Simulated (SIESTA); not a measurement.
## ZrSiO under changes of volume

One of the cells (13.776 Å³/atom); the others are scaled copies at fixed shape and fractional positions:

```
Zr Si O
1.0
     3.34198    0.00000    0.00000
     0.00000    3.34198    0.00000
     0.00000    0.00000    7.40053
Zr Si O
2 2 2
Cartesian
  1.6710 0.0000 2.2824
  0.0000 1.6710 5.1181
  0.0000 0.0000 0.0000
  1.6710 1.6710 0.0000
  1.6710 0.0000 4.5239
  0.0000 1.6710 2.8766
```

The cell comes from a database or a generator and needn't be the stable form of this composition.

```yaml
Program: SIESTA 5.4.2
Functional: PBE
Potentials_or_basis: PseudoDojo 0.4 standard (PBE files)
Basis: DZP (energy shift 0.003 Ry; two zetas on semicore shells)
Grid_cutoff: 800 Ry
Energy_shift: 0.003 Ry
k_mesh: 8 × 8 × 4
Occupations: fermi-dirac, width 0.05 eV
Spin: no spin polarisation
```

```csv
volume (Å³/atom),energy over the lowest point (meV/atom),pressure (GPa),largest force (eV/Å)
12.695,26.73,12.5,0.330
12.966,9.66,7.8,0.242
13.236,0.05,3.6,0.144
13.776,0.00,-3.3,0.010
14.046,?,?,?
14.316,21.44,-9.1,0.150
```

Question: What does the run at 14.046 Å³/atom give?

Answer: Energy over the lowest point 8.27 meV/atom; pressure -6.4 GPa; largest force 0.082 eV/Å.

Worked out: A Birch-Murnaghan fit of order 3 (a polynomial in V^(-2/3)) to the other rows has its minimum at 13.50 Å³/atom with B0 = V·E''(V) = 177 GPa and B' = 4.3 at fixed shape and positions, which overstates the stiffness. It gives 8.31 meV/atom at 14.046 Å³/atom, against the run's 8.27, and -dE/dV = -6.4 GPa, against -6.4.

Energies are extrapolated to zero smearing.

Caveats: the basis of atomic orbitals isn't converged, which shifts pressures, moduli and gaps.
